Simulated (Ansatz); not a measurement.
Input of an Ansatz 0.2.0 run:

The input input.yaml:

```yaml
crystal:
  lattice:
    - [4.671681, 0.0, 0.0]
    - [0.0, 4.671681, 0.0]
    - [0.0, 0.0, 4.671681]
  atoms:
    - { symbol: In, position: [0.5, 0.5, 0.0] }
    - { symbol: In, position: [0.5, 0.0, 0.5] }
    - { symbol: In, position: [0.0, 0.5, 0.5] }
    - { symbol: As, position: [0.0, 0.0, 0.0] }
hamiltonian:
  xc: pbesol
  pseudopotentials: { kind: paw }
  dispersion: d3bj
kpoints:
  mp_grid: { grid: [6, 6, 6] }
scf:
  occupations: { method: fermi_dirac, width: 0.05 }
output:
  forces: true
  stress: true
  eigenvalues: true
  write_density: true
  write_potential: true
  elf: true
  volumetric_format: npy
relax:
  f_tol: 0.01
  max_steps: 40
  cell: { stress_tol: 0.05 }
```

Potentials or basis: Ansatz PAW.

The run is started by

```console
$ ansatz run input.yaml --threads 2 --pin off --max-ram 5632MiB --backend cpu --events-out ev --progress --plain --runs-dir out
```

Predict the band gap on the k mesh.

none (metal or under the smearing width).

What does it give for the relaxed volume?

22.93 Å³/atom.

Estimate the space group after relaxing (to 0.05 Å).

Pm-3m (No. 221).

Final structure:
```
CELL_PARAMETERS angstrom
4.50983 0.00000 0.00000
0.00000 4.50983 0.00000
0.00000 0.00000 4.50983
ATOMIC_POSITIONS crystal
In 0.50000 0.50000 0.00000
In 0.50000 0.00000 0.50000
In 0.00000 0.50000 0.50000
As 0.00000 0.00000 0.00000
```

Caveat: pairwise dispersion overbinds metals, which lowers pressure and volume; the PAW data sets come from PBE, with cores solved anew for the run's functional, which leaves a small shift of forces and pressure.
